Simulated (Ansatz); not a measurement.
# Si2H4OF2 (SMILES O[SiH](F)[SiH2]F) at HF/STO-3G

Aim: the energy change on altering one bond length of Si2H4OF2 at HF/STO-3G, from 2 runs. 

The calculation is run with Ansatz 0.2.0.

69 further runs of the same task are left out: 69 set aside as unsound or not needed.

## Step 1: The molecule

Si2H4OF2 has 9 atoms, charge 0, and is taken as a singlet. As SMILES, `O[SiH](F)[SiH2]F`. The coordinates come from a PBE0-D4/def2-TZVP relaxation. This is one conformer, not always the lowest.

Bond lengths: O1–Si2 1.634 Å, Si2–F3 1.601 Å, Si2–Si4 2.358 Å, Si4–F5 1.612 Å, O1–H6 0.959 Å, Si2–H7 1.480 Å, Si4–H8 1.485 Å, Si4–H9 1.487 Å. Some angles: O1–Si2–F3 110.8°, O1–Si2–Si4 109.5°, F3–Si2–Si4 107.8°, Si2–Si4–F5 106.0°, O1–Si2–H7 106.2°, F3–Si2–H7 107.1°, Si4–Si2–H7 115.4°, Si2–O1–H6 118.4°, Si2–Si4–H8 114.0°, Si2–Si4–H9 111.6°.

## Step 2: The energy at HF/STO-3G

File run.yaml:

```yaml
crystal:
  periodic: [false, false, false]
  atoms:
    - {symbol: O, position_ang: [0.844300, 1.766700, -0.485000]}
    - {symbol: Si, position_ang: [0.969400, 0.137800, -0.453100]}
    - {symbol: F, position_ang: [0.986700, -0.459700, -1.938500]}
    - {symbol: Si, position_ang: [-0.894000, -0.772400, 0.668300]}
    - {symbol: F, position_ang: [-2.133900, 0.202600, 0.333800]}
    - {symbol: H, position_ang: [-0.014200, 2.154900, -0.665100]}
    - {symbol: H, position_ang: [2.284600, -0.163900, 0.153800]}
    - {symbol: H, position_ang: [-1.253000, -2.143900, 0.226600]}
    - {symbol: H, position_ang: [-0.701500, -0.768300, 2.142300]}
basis:
  gaussian:
    orbitals: STO-3G
hamiltonian:
  xc: hf
accuracy: high
output:
  orbitals: {seedname: orbitals}
```

The run is started by

```console
$ ansatz run run.yaml --threads 1 --pin off --max-ram 3480MiB --events-out events.jsonl --progress --plain --runs-dir runs
```

Log:

```text
Warning: RAYON_NUM_THREADS=1 ignored (pool sized by the plan → 1); use --threads N
Functional definition: HF
  name "HF"
  exchange = exact_x
  correlation = 0
767 factors; integrals over basis functions are off by at most 4.4e-8 eV
mean field evaluation 1: about -22948.8103 eV, gradient 3.0e1 eV
mean field evaluation 2: about -22948.8987 eV, gradient 3.0e1 eV
mean field evaluation 4: about -22952.8015 eV, gradient 1.8e0 eV
mean field evaluation 8: about -22952.8205 eV, gradient 3.0e-2 eV
mean field -22952.82051610 eV, -843.5005959863 hartree, gradient 1.2e-8 eV, S^2 0.000000; 0 other end points of the search recorded, 0 dependent functions left out
reference -22952.82051610 eV, -843.5005959863 hartree; 29, 29 occupied and 8, 8 virtual orbitals, 767 factors
Total energy: -22952.82051610 eV, -843.5005959863 hartree
```

Run time: 0.42 s. Hardware: 1 thread of Arm Neoverse V1, shared host.

## Step 3: The distorted shape, same level

File in.yaml:

```yaml
crystal:
  periodic: [false, false, false]
  atoms:
    - {symbol: O, position_ang: [0.647016, 1.811956, -0.576037]}
    - {symbol: Si, position_ang: [0.772116, 0.183056, -0.544137]}
    - {symbol: F, position_ang: [0.789416, -0.414444, -2.029537]}
    - {symbol: Si, position_ang: [-1.091284, -0.727144, 0.577263]}
    - {symbol: F, position_ang: [-2.331184, 0.247856, 0.242763]}
    - {symbol: H, position_ang: [-0.211484, 2.200156, -0.756137]}
    - {symbol: H, position_ang: [2.284600, -0.163900, 0.153800]}
    - {symbol: H, position_ang: [-1.450284, -2.098644, 0.135563]}
    - {symbol: H, position_ang: [-0.898784, -0.723044, 2.051263]}
basis:
  gaussian:
    orbitals: STO-3G
hamiltonian:
  xc: hf
accuracy: high
output: {orbitals: {seedname: orbitals}}
```

The run is started by

```console
$ ansatz run in.yaml --threads 1 --pin off --max-ram 3480MiB --events-out events.jsonl --progress --plain --runs-dir runs
```

Log:

```text
Warning: RAYON_NUM_THREADS=1 ignored (pool sized by the plan → 1); use --threads N
Functional definition: HF
  name "HF"
  exchange = exact_x
  correlation = 0
767 factors; integrals over basis functions are off by at most 3.2e-8 eV
mean field evaluation 1: about -22947.8908 eV, gradient 3.1e1 eV
mean field evaluation 2: about -22947.9766 eV, gradient 3.1e1 eV
mean field evaluation 4: about -22952.0234 eV, gradient 1.8e0 eV
mean field evaluation 8: about -22952.0437 eV, gradient 3.1e-2 eV
mean field -22952.04368728 eV, -843.4720480537 hartree, gradient 1.4e-8 eV, S^2 0.000000; 0 other end points of the search recorded, 0 dependent functions left out
reference -22952.04368728 eV, -843.4720480537 hartree; 29, 29 occupied and 8, 8 virtual orbitals, 767 factors
Total energy: -22952.04368728 eV, -843.4720480537 hartree
```

It took 0.42 s on 1 thread of Arm Neoverse V1, shared host.

## Step 4: Outcome

At HF/STO-3G:

```
                                                          quantity          value
                                         first shape: total energy  -843.50060 Eh
                                          first shape: HOMO energy       -7.85 eV
                                          first shape: LUMO energy       10.11 eV
                                        first shape: HOMO–LUMO gap       17.96 eV
                                     distorted shape: total energy  -843.47205 Eh
                                      distorted shape: HOMO energy       -7.81 eV
                                      distorted shape: LUMO energy        9.37 eV
                                    distorted shape: HOMO–LUMO gap       17.18 eV
energy change with the Si2–H7 bond stretched from 1.480 to 1.702 Å       0.777 eV
```

With the Si2–H7 bond stretched from 1.480 to 1.702 Å the energy rises by 0.78 eV (17.9 kcal/mol). The first shape isn't relaxed at this level, so the change isn't measured from a minimum. The minimal basis adds a large error of its own.
